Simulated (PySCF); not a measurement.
# CoSOH: structure of the triplet

Aim: relax CoSOH as a triplet from a linear start, check by its vibrations whether the end is a minimum, and collect its spectrum and constants.

Computed with PySCF 2.14.0. Level: B3LYP, basis Co def2-SVP, S def2-SVP, O def2-SVP, H def2-SVP, no relativity, density fitting.

## (1) Where the work starts

4 atoms, charge 0, spin multiplicity 3.

Bond lengths: Co1–S2 1.970 Å, Co1–O3 1.740 Å, O3–H4 0.960 Å. Angles: S2–Co1–O3 180.0°, Co1–O3–H4 130.0°.

```xyz
4
charge 0 multiplicity 3
Co    0.0069    0.0000    0.3038
S     0.0069    0.0000   -1.6662
O     0.0069    0.0000    2.0438
H    -0.7285    0.0000    2.6609
```

## (2) Linear start, triplet: relaxation

The steps below are one call of a driver around PySCF. For each, scf.py gives the equivalent set-up of the SCF; relaxations use the driver's own optimiser. Before each start the driver seeks the lowest SCF state from one or more starting densities and follows internal instabilities, so scf.py alone need not reach the same state.

The program finds Cs symmetry in the start, which this walk keeps.

The input, scf.py:

```python
from pyscf import gto, scf, dft
mol = gto.M(atom='''
Co     0.006868     0.000000     0.303761
S      0.006868     0.000000    -1.666239
O      0.006868     0.000000     2.043761
H     -0.728532     0.000000     2.660861''',
    basis={'Co': 'def2-SVP', 'S': 'def2-SVP', 'O': 'def2-SVP', 'H': 'def2-SVP'},
    charge=0, spin=2)
mf = dft.UKS(mol, xc='B3LYP')
mf.grids.atom_grid = (50, 194)
aux = {'Co': 'def2-universal-JKFIT', 'S': 'def2-universal-JKFIT', 'O': 'def2-universal-JKFIT', 'H': 'def2-universal-JKFIT'}
mf = mf.density_fit(auxbasis=aux)
mf.kernel()
```

The optimiser's trace:

```csv
step,energy (Eh),change (kJ/mol),largest symmetric gradient (Eh/bohr)
0,-1856.464660,0.00,0.04837
1,-1856.470246,-14.67,0.01908
2,-1856.471973,-19.20,0.00449
3,-1856.472274,-19.99,0.00311
4,-1856.472414,-20.36,0.00360
5,-1856.472542,-20.69,0.00311
6,-1856.472596,-20.84,0.00134
7,-1856.472605,-20.86,0.00024
8,-1856.472608,-20.87,0.00038
9,-1856.472615,-20.89,0.00087
10,-1856.472624,-20.91,0.00124
11,-1856.472630,-20.92,0.00087
12,-1856.472632,-20.93,0.00020
```

The walk ran for 17 s (4 threads, shared host).

End point (Cs, 12 steps, 20.9 kJ/mol gained): Co–O 1.731 Å, Co–S 2.122 Å, O–H 0.962 Å; Co–O–H 145.2°, O–Co–S 171.2°.

## (3) Vibrations and properties at this point

On the finer grid the gradient is checked again; gradients at displacements of ±0.01 bohr then give force constants and infrared intensities.

Edit scf.py of step 2 so:

```diff
@@ -3,4 +3,4 @@
-Co     0.006868     0.000000     0.303761
-S      0.006868     0.000000    -1.666239
-O      0.006868     0.000000     2.043761
-H     -0.728532     0.000000     2.660861''',
+Co     0.069768     0.000000     0.350525
+S     -0.042548     0.000000    -1.768855
+O     -0.115276     0.000000     2.070707
+H     -0.743346     0.000000     2.798769''',
@@ -10 +10 @@
-mf.grids.atom_grid = (50, 194)
+mf.grids.atom_grid = (75, 302)
```

This SCF starts from the last density.

Log of the central SCF (cycles and frontier levels):

```text
init E= -1856.47270131851
[... the frontier-level lines of each cycle are left out ...]
cycle= 1 E= -1856.47270131834  delta_E= 1.71e-10  |g|= 3.3e-05  |ddm|= 4.73e-05
cycle= 2 E= -1856.47270131379  delta_E= 4.55e-09  |g|= 0.000115  |ddm|= 0.00011
cycle= 3 E= -1856.47270131899  delta_E= -5.2e-09  |g|= 5.58e-06  |ddm|= 7.99e-05
cycle= 4 E= -1856.47270131906  delta_E= -7.09e-11  |g|= 4.1e-06  |ddm|= 1.18e-05
Extra cycle  E= -1856.47270131922  delta_E= -1.6e-10  |g|= 4.29e-06  |ddm|= 3.04e-05
converged SCF energy = -1856.47270131922  <S^2> = 2.7978647  2S+1 = 3.4916269
```

The whole step took 48 s.

Geometry: Cs; Co–O 1.730 Å, Co–S 2.122 Å, O–H 0.962 Å; Co–O–H 145.4°, O–Co–S 170.8°.

Modes, for the most abundant isotopes:

```
ω (cm⁻¹)  IR (km/mol)  μ (u)
      98          8.0   4.25
     258          112   2.00
     346          114   1.76
     383         63.1   5.26
     762         93.8   8.55
    3913          196   1.07
```

Every mode is real; the point is a minimum.

Here the density breaks the symmetry of the frame, and no labels are given.

Constants and moments:

```
Dipole moment                                                   : 1.85 D
Highest occupied level                                          : -6.60 eV
Lowest empty level                                              : -4.46 eV
Rotational constants                                            : 15.46, 0.09173, 0.09119 cm⁻¹
Zero-point energy                                               : 34.5 kJ/mol
Principal polarisabilities                                      : 23.3, 24.5, 73.4 bohr³
Atomisation energy without zero-point energy                    : 1079 kJ/mol
Principal traceless quadrupole moments about the centre of mass : -6.06, 2.09, 3.97 D Å
Entropy at 298.15 K and 1 bar (electronic part: spin only)      : 300.5 J/(mol K)
Heat capacity Cp at 298.15 K                                    : 64.7 J/(mol K)
Enthalpy at 298.15 K above 0 K                                  : 15.16 kJ/mol
Rotational symmetry number                                      : 1
Spin squared ⟨S²⟩                                               : 2.798
```

Charges (e) and bond orders:

| atom | Mulliken | Löwdin | polar tensor | spin (Mulliken) | Mayer order to Co1 |
| --- | --- | --- | --- | --- | --- |
| Co1 | 0.54 | 0.32 | 0.90 | 2.56 | – |
| S2 | -0.21 | -0.11 | -0.37 | -0.78 | 1.35 |
| O3 | -0.52 | -0.28 | -0.87 | 0.22 | 1.07 |
| H4 | 0.19 | 0.08 | 0.34 | 0.00 | 0.02 |

Mulliken populations on Co1: s 6.79, p 12.48, d 7.19, f 0.00.

## (4) What came out

| quantity | value |
| --- | --- |
| minimum | broken-symmetry (Ms = 1), Cs |
| geometry | Co–O 1.730 Å, Co–S 2.122 Å, O–H 0.962 Å; Co–O–H 145.4°, O–Co–S 170.8° |
| wavenumbers (cm⁻¹) | 98, 258, 346, 383, 762, 3913 |
| dipole moment | 1.85 D |
| highest occupied, lowest empty level (either spin) | -6.60, -4.46 eV |
| polar-tensor charge of Co1 | +0.90 e |
| zero-point energy | 34.5 kJ/mol |
| entropy at 298.15 K | 300.5 J/(mol K) |
| atomisation energy (no zero-point energy) | 1079 kJ/mol |
| ⟨S²⟩ | 2.798 |

The molecule stays Cs, as typed, and the end point is a minimum. The determinant is spin-contaminated (⟨S²⟩ = 2.80 against 2.00), so it is no pure spin state. In the infrared the band at 3913 cm⁻¹ leads. Other starts or spin states, not run here, may lie lower. The SCF density has lower symmetry than the nuclear frame. One determinant may miss the lowest occupation of an open d or f shell.

The search up to here took 1.7 min.
